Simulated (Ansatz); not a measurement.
# AlIn2N3: the cost of one run

Computed with Ansatz 0.2.0 (DFT PBEsol, scalar-relativistic, plane waves, PAW, unless a step's input says otherwise).

1 further run of the same task is left out (set aside as unsound or not needed). Runs told in other sessions of the task aren't counted.

## 1. The system as given

It takes space group Cmc2_1 (No. 36, orthorhombic). Conventional cell: a = 10.187 Å, b = 5.863 Å, c = 5.445 Å, α = 90.00°, β = 90.00°, γ = 90.00°. Al (site symmetry m) is surrounded by 4 N at 1.89 to 1.91 Å. Around In (site symmetry 1) lie 4 N at 2.15 to 2.17 Å. Around N (site symmetry 1) lie 1 Al at 1.89 Å and 3 In at 2.15 to 2.17 Å. N (site symmetry m) has 2 Al at 1.90 to 1.91 Å and 2 In at 2.16 Å in its first shell of neighbours.

Structure file:

```
CELL_PARAMETERS angstrom
5.09350 -2.93131 0.00000
5.09350 2.93131 0.00000
0.00000 0.00000 5.44502
ATOMIC_POSITIONS crystal
Al 0.34071 0.65929 0.98927
Al 0.65929 0.34071 0.48927
In 0.98845 0.33553 0.98727
In 0.66447 0.01155 0.98727
In 0.01155 0.66447 0.48727
In 0.33553 0.98845 0.48727
N 0.97053 0.33277 0.38485
N 0.66723 0.02947 0.38485
N 0.02947 0.66723 0.88485
N 0.33277 0.97053 0.88485
N 0.36716 0.63284 0.33849
N 0.63284 0.36716 0.83849
```

It goes back to an entry of the Materials Project, which need not be the stable form.

This cell was relaxed beforehand with the same method: volume 13.55 Å³/atom, gap on the mesh 0.95 eV.

## 2. Static run: bands, density of states and charges

Contents of input.yaml:

```yaml
crystal:
  lattice:
    - [5.0935041002, -2.9313073005, 0.0]
    - [5.0935041002, 2.9313073005, 0.0]
    - [0.0, 0.0, 5.4450163394]
  atoms:
    - { symbol: Al, position: [0.3407110227, 0.6592889773, 0.9892706513] }
    - { symbol: Al, position: [0.6592889773, 0.3407110227, 0.4892706513] }
    - { symbol: In, position: [0.9884507746, 0.3355278299, 0.9872690535] }
    - { symbol: In, position: [0.6644721701, 0.0115492254, 0.9872690535] }
    - { symbol: In, position: [0.0115492254, 0.6644721701, 0.4872690535] }
    - { symbol: In, position: [0.3355278299, 0.9884507746, 0.4872690535] }
    - { symbol: "N", position: [0.9705347958, 0.3327672717, 0.3848498719] }
    - { symbol: "N", position: [0.6672327283, 0.0294652042, 0.3848498719] }
    - { symbol: "N", position: [0.0294652042, 0.6672327283, 0.8848498719] }
    - { symbol: "N", position: [0.3327672717, 0.9705347958, 0.8848498719] }
    - { symbol: "N", position: [0.3671604716, 0.6328395284, 0.338491498] }
    - { symbol: "N", position: [0.6328395284, 0.3671604716, 0.838491498] }
basis:
  ecutwfc: 420
kpoints:
  mp_grid: { grid: [6, 6, 6] }
  band_path:
    path:
      - [[0.0, 0.0, 0.0], [0.5, 0.5, 0.0], [0.33279982, 0.66720018, 0.0]]
      - [[-0.33279982, 0.33279982, 0.0], [0.0, 0.0, 0.0], [0.0, 0.0, 0.5], [-0.33279982, 0.33279982, 0.5]]
      - [[0.33279982, 0.66720018, 0.5], [0.5, 0.5, 0.5], [0.5, 0.5, 0.0]]
      - [[0.0, 0.0, 0.0], [0.0, 0.5, 0.0], [0.0, 0.5, 0.5], [0.0, 0.0, 0.5], [0.5, 0.5, 0.5]]
    npoints: 10
hamiltonian:
  xc: pbesol
scf:
  occupations: { method: gaussian, width: 0.02 }
  n_extra_bands: 30
output:
  forces: true
  stress: true
  eigenvalues: true
  populations: true
  dos: { projected: true, de: 0.02, nscf_kmesh: { grid: [9, 9, 9] } }
  bader: false
  write_density: true
  write_potential: true
  elf: true
  volumetric_format: npy
```

Run with:

```bash
$ ansatz run input.yaml --threads 2 --pin off --max-ram 5120MiB --backend cpu --events-out ev --progress --plain --runs-dir out
```

Q: Estimate wall time and peak memory on 2 threads of Arm Neoverse V2, shared host.

About 2.5 min, with a peak of 1.1 GiB.
